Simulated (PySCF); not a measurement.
**SbO₃⁻: relaxation and vibrations of the singlet**

The task is one start of a wider search on SbO₃⁻: the singlet, from a T-shaped start. It is relaxed, tested by its Hessian and followed downhill if it is a saddle.

Method: PBE0, basis Sb def2-TZVPD with ECP28, O def2-TZVPD, scalar-relativistic core potentials, no spin–orbit coupling, density fitting; program: PySCF 2.14.0.

**1. The starting structure**

4 atoms, charge -1, spin multiplicity 1.

Bond lengths: Sb1–O2 1.900 Å, Sb1–O3 1.900 Å, Sb1–O4 1.900 Å. Angles: O2–Sb1–O3 88.0°, O2–Sb1–O4 88.0°, O3–Sb1–O4 176.0°.

```xyz
4
charge -1 multiplicity 1
Sb    0.0000    0.0000    0.0000
O     0.0000    0.0000    1.9000
O     1.8988    0.0000    0.0663
O    -1.8988    0.0000    0.0663
```

**2. The SCF at the typed geometry**

One driver script runs all steps and calls PySCF; scf.py shows how it sets up the SCF of each step. The optimiser is the driver's own. After this first run the driver tries any further starts and a stability analysis.

File scf.py:

```python
from pyscf import gto, scf, dft
mol = gto.M(atom='''
Sb     0.000000     0.000000     0.000000
O      0.000000     0.000000     1.900000
O      1.898800     0.000000     0.066300
O     -1.898800     0.000000     0.066300''',
    basis={'Sb': 'def2-TZVPD', 'O': 'def2-TZVPD'},
    ecp={'Sb': 'def2-TZVPD'},
    charge=-1, spin=0)
mf = dft.RKS(mol, xc='PBE0')
mf.grids.atom_grid = (50, 194)
aux = {'Sb': 'def2-universal-JKFIT', 'O': 'def2-universal-JKFIT'}
mf = mf.density_fit(auxbasis=aux)
mf.conv_tol = 1e-08
mf.diis_space = 10
mf.max_cycle = 60
mf.init_guess = 'minao'
mf.verbose = 4
mf.kernel()
```

On the command line:

```console
OMP_NUM_THREADS=4 python axn.py task.json out
```

The program printed (excerpt; [...] marks lines left out):

```text
[... the frontier levels of the middle cycles are left out ...]
init E= -427.162192434144
  HOMO = -0.724145770587904  LUMO = -0.713163479664246  gap/eV = 0.29884
cycle= 1 E= -464.398797075253  delta_E= -37.2  |g|= 2.77  |ddm|=   16
  HOMO = 0.16689417624657  LUMO = 0.168811836967635  gap/eV = 0.05218
cycle= 2 E= -459.393710200932  delta_E= 5.01  |g|= 4.74  |ddm|= 81.1
  HOMO = -0.0956486281224307  LUMO = 0.03179744690296  gap/eV = 3.46798
cycle= 3 E= -464.346539104325  delta_E= -4.95  |g|= 2.59  |ddm|= 80.9
cycle= 4 E= -465.537528997426  delta_E= -1.19  |g|= 0.757  |ddm|= 1.13
cycle= 5 E= -465.5766532159  delta_E= -0.0391  |g|= 0.728  |ddm|= 1.15
cycle= 6 E= -465.677622081718  delta_E= -0.101  |g|= 0.215  |ddm|= 0.635
cycle= 7 E= -465.687109174024  delta_E= -0.00949  |g|= 0.0415  |ddm|= 0.132
cycle= 8 E= -465.687344719905  delta_E= -0.000236  |g|= 0.0257  |ddm|= 0.0325
cycle= 9 E= -465.687489413039  delta_E= -0.000145  |g|= 0.00285  |ddm|= 0.0193
cycle= 10 E= -465.687492198109  delta_E= -2.79e-06  |g|= 0.000716  |ddm|= 0.00455
cycle= 11 E= -465.687492564798  delta_E= -3.67e-07  |g|= 0.000258  |ddm|= 0.00178
cycle= 12 E= -465.687492683395  delta_E= -1.19e-07  |g|= 9.02e-05  |ddm|= 0.00148
cycle= 13 E= -465.687492701211  delta_E= -1.78e-08  |g|= 3.82e-05  |ddm|= 0.000757
cycle= 14 E= -465.687492701719  delta_E= -5.08e-10  |g|= 1.18e-05  |ddm|= 7.44e-05
  HOMO = -0.0472581162313723  LUMO = 0.0125811640908751  gap/eV = 1.62831
Extra cycle  E= -465.687492701413  delta_E= 3.07e-10  |g|= 4.07e-05  |ddm|= 3.51e-05
converged SCF energy = -465.687492701413
```

This step, with its further starts and checks, ran for 8.6 s (4 threads of Arm Neoverse V2, shared host).

The test of internal stability found no lower closed-shell solution.

**3. Relaxing the singlet from the T-shaped start**

The program finds C2v symmetry in the start, which this walk keeps.

scf.py: that of step 2 with these lines changed.

```diff
@@ -3,4 +3,4 @@
-Sb     0.000000     0.000000     0.000000
-O      0.000000     0.000000     1.900000
-O      1.898800     0.000000     0.066300
-O     -1.898800     0.000000     0.066300''',
+Sb     0.000000     0.000000    -0.192501
+O      0.000000     0.000000     1.707499
+O      1.898800    -0.000000    -0.126201
+O     -1.898800     0.000000    -0.126201''',
@@ -17 +16,0 @@
-mf.init_guess = 'minao'
```

Steps of the walk:

| step | energy (Eh) | change (kJ/mol) | largest symmetric gradient (Eh/bohr) |
| --- | --- | --- | --- |
| 0 | -465.687493 | 0.00 | 0.12733 |
| 1 | -465.741018 | -140.53 | 0.03129 |
| 2 | -465.774101 | -227.39 | 0.03335 |
| 3 | -465.789222 | -267.09 | 0.01009 |
| 4 | -465.791705 | -273.61 | 0.00597 |
| 5 | -465.791784 | -273.82 | 0.00441 |
| 6 | -465.791855 | -274.00 | 0.00056 |
| 7 | -465.791856 | -274.00 | 0.00010 |

The walk took 21 s.

Geometry (Å) and forces (eV/Å) at some steps:

```
step 0
Sb   0.000   0.000  -0.193   0.000   0.000   6.547
O    0.000   0.000   1.708   0.000   0.000  -1.496
O    1.899   0.000  -0.126  -0.727   0.000  -2.526
O   -1.899   0.000  -0.126   0.727   0.000  -2.526
step 1
Sb   0.000   0.000   0.004   0.000   0.000   1.588
O    0.000   0.000   1.800   0.000   0.000   1.340
O    1.879   0.000  -0.271  -1.609   0.000  -1.464
O   -1.879   0.000  -0.271   1.609   0.000  -1.464
step 4
Sb   0.000   0.000   0.308   0.000   0.000  -0.179
O    0.000   0.000   2.137   0.000   0.000  -0.036
O    1.602   0.000  -0.591  -0.307   0.000   0.107
O   -1.602   0.000  -0.591   0.307   0.000   0.107
step 7
Sb   0.000   0.000   0.315   0.000   0.000   0.005
O    0.000   0.000   2.143   0.000   0.000  -0.004
O    1.584   0.000  -0.597   0.000   0.000  -0.001
O   -1.584   0.000  -0.597   0.000   0.000  -0.001
```

It settles in D3h symmetry, 274.0 kJ/mol below the start, after 7 steps: Sb–O 1.828 Å (×3); O–Sb–O 120.0° (×3).

**4. Frequencies**

The point is checked on the finer grid, and tightened if its gradient asks for it. The Hessian and the dipole derivatives come from central differences of analytic gradients, with steps of 0.02 bohr.

scf.py: that of step 3 with these lines changed.

```diff
@@ -3,4 +3,4 @@
-Sb     0.000000     0.000000    -0.192501
-O      0.000000     0.000000     1.707499
-O      1.898800    -0.000000    -0.126201
-O     -1.898800     0.000000    -0.126201''',
+Sb     0.000000     0.000000     0.000000
+O     -0.001175    -0.000000     1.828348
+O      1.583983    -0.000000    -0.913156
+O     -1.582808     0.000000    -0.915192''',
@@ -11 +11 @@
-mf.grids.atom_grid = (50, 194)
+mf.grids.atom_grid = (75, 302)
@@ -14 +14 @@
-mf.conv_tol = 1e-08
+mf.conv_tol = 1e-10
```

This SCF starts from the last density.

Log of the central SCF (cycles and frontier levels):

```text
init E= -465.791919702393
  HOMO = -0.114241984465614  LUMO = 0.0774406360161066  gap/eV = 5.21595
cycle= 1 E= -465.791919702286  delta_E= 1.07e-10  |g|= 2.41e-05  |ddm|= 1.95e-05
  HOMO = -0.114241289764178  LUMO = 0.0774407333248917  gap/eV = 5.21593
cycle= 2 E= -465.791919701244  delta_E= 1.04e-09  |g|= 7.58e-05  |ddm|= 6.05e-05
  HOMO = -0.114241700492729  LUMO = 0.0774406292852454  gap/eV = 5.21594
cycle= 3 E= -465.791919702402  delta_E= -1.16e-09  |g|= 2.34e-06  |ddm|= 4.59e-05
  HOMO = -0.11424182541006  LUMO = 0.0774406078240979  gap/eV = 5.21594
cycle= 4 E= -465.791919702404  delta_E= -2.05e-12  |g|= 1.45e-07  |ddm|= 1.82e-06
  HOMO = -0.114241784289105  LUMO = 0.0774406422759313  gap/eV = 5.21594
Extra cycle  E= -465.791919702405  delta_E= -1.02e-12  |g|= 1.48e-07  |ddm|= 2.19e-07
converged SCF energy = -465.791919702405
```

The whole step took 31 s.

Geometry: D3h; Sb–O 1.828 Å (×3); O–Sb–O 120.0° (×3).

Harmonic modes (main isotopes):

```json
{"symmetry": "a2''", "ω (cm⁻¹)": "192", "IR (km/mol)": "63.2", "type": "bend"}
{"symmetry": "e'", "ω (cm⁻¹)": "242", "IR (km/mol)": "91.7", "type": "bend"}
{"symmetry": "a1'", "ω (cm⁻¹)": "788", "IR (km/mol)": "0.0", "type": "stretch"}
{"symmetry": "e'", "ω (cm⁻¹)": "827", "IR (km/mol)": "314", "type": "stretch"}
```

No imaginary mode, so this is a minimum.

Constants and moments:

```yaml
Dipole_moment_about_the_centre_of_mass: 0.00 D
Highest_occupied_level: -3.11 eV
Lowest_empty_level: 2.11 eV
Rotational_constants: 0.2102, 0.2102, 0.1051 cm⁻¹
Zero-point_energy: 18.6 kJ/mol
Principal_polarisabilities: 44.8, 66.9, 66.9 bohr³
Principal_traceless_quadrupole_moments_about_the_centre_of_mass: -9.40, -9.40, 18.80 D Å
Entropy_at_298.15_K_and_1_bar: 290.7 J/(mol K)
Heat_capacity_Cp_at_298.15_K: 63.8 J/(mol K)
Enthalpy_at_298.15_K_above_0_K: 14.62 kJ/mol
Rotational_symmetry_number: 6
```

Populations by atom (charges in e):

```csv
atom,Mulliken,Löwdin,polar tensor,Mayer order to Sb1
Sb1,1.42,1.24,1.53,–
"O2,3,4",-0.81,-0.75,-0.84,1.38
```

Outer orbital energies (eV). occupied: -5.41, -5.41, -5.09, -3.35, -3.35, -3.34, -3.34, -3.11; empty: 2.11, 3.03, 4.66, 4.71.

Mulliken populations on Sb1 (outside its core potential): s 3.35, p 7.71, d 10.36, f 0.15.

**5. Summary of results**

```
                            quantity                                      value
                             minimum                               singlet, D3h
                            geometry      Sb–O 1.828 Å (×3); O–Sb–O 120.0° (×3)
                  wavenumbers (cm⁻¹)  192 (a2''), 242 (e'), 788 (a1'), 827 (e')
      dipole moment (centre of mass)                                     0.00 D
highest occupied, lowest empty level                             -3.11, 2.11 eV
          polar-tensor charge of Sb1                                    +1.53 e
                   zero-point energy                                18.6 kJ/mol
                 entropy at 298.15 K                            290.7 J/(mol K)
```

In words: The T-shaped start (C2v) ends in a minimum of D3h symmetry. In the infrared the band at 827 cm⁻¹ (e', stretch) leads. Other starts or spin states, not run here, may lie lower. Spin–orbit coupling is left out.

The search up to here took 60 s.
